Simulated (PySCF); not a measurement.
# C₂H₁₀OSSi₃: electronic excitations

Aim: predict the electronic excitations of C₂H₁₀OSSi₃ (`CC(=S)O[SiH2][SiH2][SiH3]`).

Computed with PySCF 2.14.0, with density-fitted response routines of our own, on a single molecule in the gas phase. Atoms are numbered from 0 throughout.

**1. Starting geometry**

17 atoms, charge 0, multiplicity 1; geometry from: GFN2-xTB.

Bonds of the start (Å): C0–C1 1.49, C1–S2 1.63, C1–O3 1.31, O3–Si4 1.67, Si4–Si5 2.30, Si5–Si6 2.32, C0–H7 1.09, C0–H8 1.09, C0–H9 1.09, Si4–H10 1.46, Si4–H11 1.46, Si5–H12 1.47, Si5–H13 1.47, Si6–H14 1.47, Si6–H15 1.47, Si6–H16 1.47.

**2. Excited states and response: B3LYP/def2-SVPD**

The job: settings as JSON, then the geometry in Å.

```
{"job": {"kind": "uv", "xc": "B3LYP", "basis": "def2-SVPD", "nstates": 8, "ntriplets": 3}, "charge": 0, "multiplicity": 1}
C     -2.538231     0.643036     1.143399
C     -2.085983     0.164325    -0.197002
S     -3.107901    -0.426261    -1.315012
O     -0.795296     0.261967    -0.407166
Si     0.047259    -0.172531    -1.785888
Si     2.125097     0.380874    -0.959958
Si     2.329463     0.341180     1.354202
H     -2.393448     1.722019     1.209492
H     -1.933186     0.180598     1.922953
H     -3.587727     0.410168     1.293939
H     -0.250928    -1.581895    -2.047996
H     -0.527202     0.582110    -2.901740
H      3.095472    -0.526735    -1.593551
H      2.524823     1.700959    -1.479765
H      1.288874     1.142900     2.008359
H      3.607695     0.856193     1.853431
H      2.194223    -1.017415     1.892395
```

With the program's defaults for keys left out, this is: TDDFT B3LYP/def2-SVPD, vertical, gas phase, core orbitals frozen in the response.

Command:

```bash
$ OMP_NUM_THREADS=1 python probes_run.py task.json out
```

This one command runs all jobs of the session in turn.

Log:

```text
coarse grid: 15960 points
cycle   1  E = -1423.4491564299  dE =  5.431e-01  |g| = 6.693e-01  |ddm| = 5.798e+00
cycle   2  E = -1423.3190808022  dE =  1.301e-01  |g| = 1.065e+00  |ddm| = 2.042e+00
cycle   3  E = -1423.5411848523  dE = -2.221e-01  |g| = 1.140e-01  |ddm| = 1.346e+00
cycle   4  E = -1423.5441467980  dE = -2.962e-03  |g| = 3.787e-02  |ddm| = 2.426e-01
cycle   5  E = -1423.5445002165  dE = -3.534e-04  |g| = 1.370e-02  |ddm| = 7.403e-02
cycle   6  E = -1423.5445448455  dE = -4.463e-05  |g| = 5.305e-03  |ddm| = 2.812e-02
cycle   7  E = -1423.5445525037  dE = -7.658e-06  |g| = 6.846e-04  |ddm| = 7.972e-03
final grid: 134872 points
cycle   8  E = -1423.7211453103  dE = -2.491e-05  |g| = 4.086e-03  |ddm| = 1.037e-01
cycle   9  E = -1423.7211411597  dE =  4.151e-06  |g| = 5.749e-03  |ddm| = 1.451e-02
cycle  10  E = -1423.7211491701  dE = -8.010e-06  |g| = 1.055e-03  |ddm| = 8.373e-03
cycle  11  E = -1423.7211494671  dE = -2.970e-07  |g| = 2.426e-04  |ddm| = 1.765e-03
cycle  12  E = -1423.7211494769  dE = -9.751e-09  |g| = 1.354e-04  |ddm| = 4.697e-04
cycle  13  E = -1423.7211494809  dE = -3.969e-09  |g| = 2.582e-05  |ddm| = 1.943e-04
cycle  14  E = -1423.7211494811  dE = -1.949e-10  |g| = 3.911e-06  |ddm| = 5.829e-05
converged SCF energy = -1423.7211494811

Static polarisability (au): isotropic 138.510, principal 104.652 138.128 172.748

Singlet excitations
state   eV       nm        f      main configurations
  1   3.2881    377.1   0.00011   H->L 0.99
  2   4.6632    265.9   0.05372   H->L+1 0.93
  3   5.3798    230.5   0.00969   H->L+2 0.85, H-1->L 0.11
  4   5.6066    221.1   0.20487   H-1->L 0.62, H->L+2 0.10, H->L+4 0.08
  5   5.6928    217.8   0.00334   H-2->L 0.85
  6   5.7119    217.1   0.01636   H-1->L+1 0.91
  7   5.7793    214.5   0.00528   H->L+3 0.93
  8   5.8866    210.6   0.05614   H->L+4 0.79

Triplet excitations (Tamm-Dancoff, eV): 2.9250 3.5528 4.5087
```

It took 64 s on 1 thread of Arm Neoverse V2, shared host; peak memory 0.99 GiB.

Frontier orbitals and where they lie:

```
orbital     eV                         atoms
 HOMO−3  -8.74  Si5 32 %, Si6 22 %, H13 10 %
 HOMO−2  -8.32  Si5 29 %, Si4 24 %, Si6 14 %
 HOMO−1  -7.56     S2 55 %, C1 23 %, O3 15 %
   HOMO  -6.42      S2 74 %, C1 10 %, C0 4 %
   LUMO  -1.77     C1 36 %, S2 34 %, O3 12 %
 LUMO+1  -1.10  Si4 29 %, Si5 22 %, Si6 14 %
 LUMO+2  -0.36  Si5 33 %, Si4 14 %, Si6 14 %
```

With each of the 8 states as a Gaussian band of 0.4 eV half-width at 1/e, the curve within the window shown has maxima at 264 nm (ε 2,200), 219 nm (ε 11,000) L/(mol cm). Beyond the last state computed it falls off for lack of states. The curve at chosen wavelengths:

nm, ε (L/mol/cm) and a bar:
```
      200       2582 #######
      210       8167 #######################
      221      10867 ##############################
      231       6968 ###################
      242       2846 ########
      252       2007 ######
      262       2218 ######
      273       1973 #####
      283       1295 ####
      294        607 ##
      304        247 #
      314         86 
      325         24 
      335          8 
      346          4 
      356          4 
      366          4 
      377          4 
      387          4 
      398          4 
      408          3 
      418          2 
      429          2 
      439          1 
      450          1 
      460          0
```

Leading natural transition orbitals of singlet state 4: the hole lies on S2 58 %; O3 19 %; C1 14 %; the particle on C1 30 %; S2 27 %; O3 8 %.

Leading natural transition orbitals of singlet state 1: the hole lies on S2 82 %; the particle on C1 42 %; S2 34 %; O3 10 %.

Further results of this job:

```
           property  computed
  dipole moment (D)      2.20
polarisability (Å³)     20.52
 HOMO–LUMO gap (eV)      4.65
      −ε(HOMO) (eV)      6.42
```

The fields below are evaluated on a grid from the run's orbitals.

Frontier orbitals at B3LYP/def2-SVPD, with the share of their density that lies nearest to each atom:

```
orbital  energy (eV)                   lies on
   HOMO        -6.42                   S2 81 %
   LUMO        -1.77  C1 41 %; S2 33 %; O3 9 %
```

ELF in a plane through or near 8 of the atoms.

Ten even steps from '0' (0.00) to '9' (1.00):
```
0000000000000000000000000000
0000000000000000000000000000
0000000000000000000000000000
0000011000122000000000000000
0002899513799600011000000000
0007999946999800267200000000
0009999922999800599636871000
0006999456288200278179996000
0000134411430021025279993000
0000003799950188438842200000
0000002421351285666532221000
0000147527187287746867886000
0000599940693414204415986100
0000599974781722117878864000
0000157621232368305887421000
0000001100002688302664200000
0000000000000254100110000000
0000000000000000000000000000
0000000000000000000000000000
0000000000000000000000000000
```
The map spans 12.5 Å across and 10.8 Å up, centred on the molecule. Atoms in the plane (x, y in Å): C0 (2.6, 1.1), C1 (2.1, -0.3), O3 (0.8, -0.4), Si4 (-0.1, -1.8), Si5 (-2.2, -0.8), Si6 (-2.3, 1.4), H9 (3.6, 1.2), H15 (-3.5, 2.1).

log10 of the density (e/Å³) in the same plane.

Values, 10 rows by 14 columns:
```
-4.0 -4.0 -4.0 -4.0 -4.0 -4.0 -4.0 -4.0 -4.0 -4.0 -4.0 -4.0 -4.0 -4.0
-4.0 -4.0 -3.5 -3.1 -3.0 -3.0 -3.1 -3.9 -4.0 -4.0 -4.0 -4.0 -4.0 -4.0
-4.0 -3.1 -1.9 -1.3 -1.4 -1.2 -1.4 -2.6 -2.5 -2.0 -2.3 -2.8 -3.6 -4.0
-4.0 -2.7 -1.0  0.2 -0.3 -0.1 -0.6 -2.1 -1.3 -0.3 -0.7 -1.2 -2.3 -4.0
-4.0 -3.1 -1.8 -0.8 -0.2 -0.5 -1.3 -1.3 -1.1  0.1  0.2 -0.3 -1.9 -3.5
-4.0 -3.6 -2.1 -1.1 -0.3 -0.4 -0.9  0.5  0.6  1.3 -0.4 -1.1 -2.0 -3.3
-4.0 -3.3 -1.8 -0.5 -0.2 -0.3 -0.2  0.2 -0.6 -0.4  0.3 -0.3 -1.5 -3.0
-4.0 -3.7 -2.4 -1.6 -1.5 -1.3 -0.7 -0.3 -1.0 -1.1 -0.7 -1.2 -2.1 -3.6
-4.0 -4.0 -3.6 -3.1 -2.9 -2.5 -1.9 -1.3 -1.8 -2.2 -2.2 -2.6 -3.5 -4.0
-4.0 -4.0 -4.0 -4.0 -4.0 -4.0 -3.4 -3.1 -3.3 -3.7 -3.9 -4.0 -4.0 -4.0
```
The map spans 12.5 Å across and 10.8 Å up, centred on the molecule. Atoms in the plane (x, y in Å): C0 (2.6, 1.1), C1 (2.1, -0.3), O3 (0.8, -0.4), Si4 (-0.1, -1.8), Si5 (-2.2, -0.8), Si6 (-2.3, 1.4), H9 (3.6, 1.2), H15 (-3.5, 2.1).

On the surface of density 0.002 e/bohr³ the electrostatic potential runs, from the 1st to the 99th percentile, from -0.92 V near S2 to 1.34 V near Si4.

**3. Results**

```
                                quantity                        value
        lowest singlet (B3LYP/def2-SVPD)  3.29 eV (377 nm), f = 0.000
brightest single state of those computed  state 4, 5.61 eV, f = 0.205
                          lowest triplet                      2.92 eV
   surface potential, 1st and 99th percentile           -0.92 V and 1.34 V
```

In words: The lowest singlet, at 3.29 eV, is HOMO→LUMO 0.99 and is dark; of the 8 states computed, the strongest absorption comes from state 4 at 5.61 eV. The lowest triplet lies 0.36 eV below the lowest singlet (triplets in Tamm-Dancoff, singlets in full TDDFT). At B3LYP/def2-SVPD, counted by nearest atom on the grid, the HOMO lies on S2 81 %, the LUMO on C1 41 %; S2 33 %.
